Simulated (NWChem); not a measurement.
**BH2SF3 (SMILES FB(F)(F)<-S) at 4 levels**

Wanted: a comparison of 4 runs (HF/STO-3G, HF/3-21G, B3LYP/6-31G*) of BH2SF3. 

The calculation is run with NWChem 7.3.0.

## (1) Starting point

The species is BH2SF3 (7 atoms), meant as a singlet with charge 0. As SMILES, `FB(F)(F)<-S`. Geometry: relaxed at GFN1-xTB.

Bond lengths: B1–S2 2.120 Å, B1–F5 1.348 Å, B1–F6 1.362 Å, B1–F7 1.347 Å, S2–H3 1.318 Å, S2–H4 1.318 Å. Angles: S2–B1–F5 103.6°, S2–B1–F6 100.0°, S2–B1–F7 103.6°, F5–B1–F6 115.1°, F5–B1–F7 116.5°, F6–B1–F7 115.0°, B1–S2–H3 91.8°, B1–S2–H4 91.8°, H3–S2–H4 93.9°.

## (2) Energy and gradient at HF/STO-3G (run 1)

Input file bf3h2s.nw:

```
echo
start bf3h2s
title "BF3H2S hf"
memory total 2200 mb
geometry units angstroms noautosym nocenter noautoz
  B     0.135430   -0.230720   -0.796670
  S     0.136880   -0.228920    1.323770
  H     0.508310    1.035360    1.364030
  H    -1.149920    0.054840    1.366730
  F     1.445120   -0.207810   -1.113810
  F    -0.535730    0.930590   -1.032790
  F    -0.540080   -1.353340   -1.111250
end
basis spherical bse
  * library STO-3G
end
scf
  thresh 1e-08
  maxiter 80
end
task scf gradient
```

Started as:

```sh
$ nwchem bf3h2s.nw > bf3h2s.out
```

The log of the run:

```text
[...]
  functions       =    31
[...]
  wavefunction    = RHF
[...]
         Total SCF energy =   -712.962958416127
      One-electron energy =  -1469.525548619122
      Two-electron energy =    519.614967036172
 Nuclear repulsion energy =    236.947623166823
        Time for solution =      0.8s
[...]
                         RHF ENERGY GRADIENTS
    atom               coordinates                        gradient
                 x          y          z           x          y          z
   1 B       0.255926  -0.435998  -1.505488    0.002158  -0.004125   0.051460
   2 S       0.258666  -0.432596   2.501563   -0.006173   0.010534  -0.022086
   3 H       0.960567   1.956547   2.577643   -0.002490  -0.010778  -0.005459
   4 H      -2.173034   0.103633   2.582745    0.010560  -0.003019  -0.005443
   5 F       2.730881  -0.392704  -2.104796    0.008331   0.001046  -0.006212
   6 F      -1.012383   1.758560  -1.951690   -0.007412   0.012680  -0.006100
   7 F      -1.020603  -2.557442  -2.099958   -0.004973  -0.006338  -0.006161
[...]
```

It took 1.6 s on 1 thread of Intel Xeon 6975P-C (Granite Rapids), shared host; peak memory 0.096 GiB.

## (3) Energy and forces at HF/3-21G (run 2)

Input file bf3h2s.nw:

```
echo
start bf3h2s
title "BF3H2S hf"
memory 2200 mb
geometry noautosym nocenter noautoz
B      0.135430    -0.230720    -0.796670
S      0.136880    -0.228920     1.323770
H      0.508310     1.035360     1.364030
H     -1.149920     0.054840     1.366730
F      1.445120    -0.207810    -1.113810
F     -0.535730     0.930590    -1.032790
F     -0.540080    -1.353340    -1.111250
end
basis spherical bse
B library 3-21G
S library 3-21G
H library 3-21G
F library 3-21G
end
scf
thresh 1e-08
maxiter 80
end
task scf gradient
```

Started as:

```sh
$ nwchem bf3h2s.nw > bf3h2s.out
```

The log of the run:

```text
[...]
  functions       =    53
[...]
  wavefunction    = RHF
[...]
         Total SCF energy =   -718.152884699286
      One-electron energy =  -1469.624056436811
      Two-electron energy =    514.523548570702
 Nuclear repulsion energy =    236.947623166823
        Time for solution =      1.1s
[...]
                         RHF ENERGY GRADIENTS
    atom               coordinates                        gradient
                 x          y          z           x          y          z
   1 B       0.255926  -0.435998  -1.505488   -0.000952   0.001048   0.038350
   2 S       0.258666  -0.432596   2.501563   -0.004448   0.007636  -0.019937
   3 H       0.960567   1.956547   2.577643   -0.008339  -0.014315  -0.007976
   4 H      -2.173034   0.103633   2.582745    0.016489   0.000385  -0.007994
   5 F       2.730881  -0.392704  -2.104796   -0.011315  -0.000568   0.000194
   6 F      -1.012383   1.758560  -1.951690    0.002286  -0.004086  -0.002812
   7 F      -1.020603  -2.557442  -2.099958    0.006279   0.009899   0.000176
[...]
```

Wall time 2 s (1 thread of Intel Xeon 6975P-C (Granite Rapids), shared host); peak memory 0.097 GiB.

Run 3 isn't shown in full; the table further down has it.

## (4) Energy and forces at B3LYP/6-31G(d) (Cartesian functions) (run 4)

Input file a.xyz:

```xyz
7
BF3H2S gradient
B      0.135430    -0.230720    -0.796670
S      0.136880    -0.228920     1.323770
H      0.508310     1.035360     1.364030
H     -1.149920     0.054840     1.366730
F      1.445120    -0.207810    -1.113810
F     -0.535730     0.930590    -1.032790
F     -0.540080    -1.353340    -1.111250
```

Input file run.py:

```python
from ase.io import read
from ase.calculators.nwchem import NWChem

atoms = read('a.xyz')

calc = NWChem(
    label='a',
    theory='dft',
    memory='2200 mb',
    basis='6-31G*',
    dft={'xc': 'b3lyp', 'mult': '1', 'grid': 'xfine', 'convergence': 'energy 1e-08', 'iterations': '100', 'mulliken': None},
)
atoms.calc = calc

forces = atoms.get_forces()
print("Total energy (eV):", round(atoms.get_potential_energy(), 6))
print("forces (eV/A):")
for s, f in zip(atoms.symbols, forces):
    print(f"{s:2s} {f[0]:10.5f} {f[1]:10.5f} {f[2]:10.5f}")
print("dipole (e A):", atoms.get_dipole_moment().round(4))
```

Started as:

```sh
$ export ASE_NWCHEM_COMMAND="nwchem PREFIX.nwi > PREFIX.nwo"
$ python run.py
```

The log of the run:

```text
Total energy (eV): -19699.065438
forces (eV/A):
B    -0.09626    0.18440   -1.38783
S     0.55999   -0.95342    0.64432
H     0.23865    0.82769    0.21278
H    -0.83725    0.19150    0.21335
F     0.29748   -0.03173    0.12778
F    -0.03759    0.07096    0.06299
F    -0.12496   -0.28945    0.12665
dipole (e A): [-0.139   0.2363  0.8065]
```

The calculator wrote a.nwi:

```
title "a"

permanent_dir a

scratch_dir a

start a

geometry units angstrom nocenter noautosym noautoz
  B  1.3542999999999999e-01 -2.3072000000000001e-01 -7.9666999999999999e-01
  S  1.3688000000000000e-01 -2.2892000000000001e-01 1.3237699999999999e+00
  H  5.0831000000000004e-01 1.0353600000000001e+00 1.3640300000000001e+00
  H  -1.1499200000000001e+00 5.4840000000000000e-02 1.3667300000000000e+00
  F  1.4451200000000000e+00 -2.0780999999999999e-01 -1.1138100000000000e+00
  F  -5.3573000000000004e-01 9.3059000000000003e-01 -1.0327900000000001e+00
  F  -5.4008000000000000e-01 -1.3533400000000000e+00 -1.1112500000000001e+00
end

memory 2200 mb

basis noprint
   * library 6-31G*
end

dft
  xc b3lyp
  mult 1
  grid xfine
  convergence energy 1e-08
  iterations 100
  mulliken
end

task dft gradient
```

a.nwo, shortened:

```text
[...]
         Total DFT energy =     -723.927308250300
[...]
  wavefunction    = closed shell
                         DFT ENERGY GRADIENTS
    atom               coordinates                        gradient
                 x          y          z           x          y          z
   1 B       0.255926  -0.435998  -1.505488    0.001872  -0.003586   0.026989
   2 S       0.258666  -0.432596   2.501563   -0.010890   0.018541  -0.012530
   3 H       0.960567   1.956547   2.577643   -0.004641  -0.016096  -0.004138
   4 H      -2.173034   0.103633   2.582745    0.016282  -0.003724  -0.004149
   5 F       2.730881  -0.392704  -2.104796   -0.005785   0.000617  -0.002485
   6 F      -1.012383   1.758560  -1.951690    0.000731  -0.001380  -0.001225
   7 F      -1.020603  -2.557442  -2.099958    0.002430   0.005629  -0.002463
[...]
```

Wall time 24 s (1 thread of Intel Xeon 6975P-C (Granite Rapids), shared host); peak memory 0.14 GiB.

## (5) Overview of the runs

| run | level | iteration cap | module | energy (Eh) | dipole moment (D) | HOMO energy (eV) | LUMO energy (eV) | wall time |
| --- | --- | --- | --- | --- | --- | --- | --- | --- |
| 1 | HF/STO-3G | 80 | scf | -712.962958 | 4.19 | -9.56 | 10.62 | 1.6 s |
| 2 | HF/3-21G | 80 | scf | -718.152885 | 4.37 | -13.06 | 3.63 | 2 s |
| 3 | B3LYP/6-31G* (spherical functions) | 100 | dft | -723.920521 | – | – | – | 23 s |
| 4 | B3LYP/6-31G* (Cartesian functions) | 100 | dft | -723.927308 | 4.09 | -8.92 | -0.51 | 24 s |

## (6) What came out

| quantity | value |
| --- | --- |
| run 4: total energy | -723.92731 Eh |
| run 4: dipole moment | 4.09 D |
| run 4: HOMO energy | -8.92 eV |
| run 4: LUMO energy | -0.51 eV |
| run 4: HOMO–LUMO gap | 8.41 eV |
| run 4: largest force on an atom | 1.403 eV/Å |

Over runs 1, 2, 4 the dipole moment (its size) runs from 4.09 D (B3LYP/6-31G*) to 4.37 D (HF/3-21G). The two ends differ in method and basis. Over runs 1, 2, 4 the HOMO–LUMO gap runs from 8.41 eV (B3LYP/6-31G*) to 20.19 eV (HF/STO-3G). In run 1 the basis is minimal, so the values are rough. All runs together took 51 s, the longest 24 s.
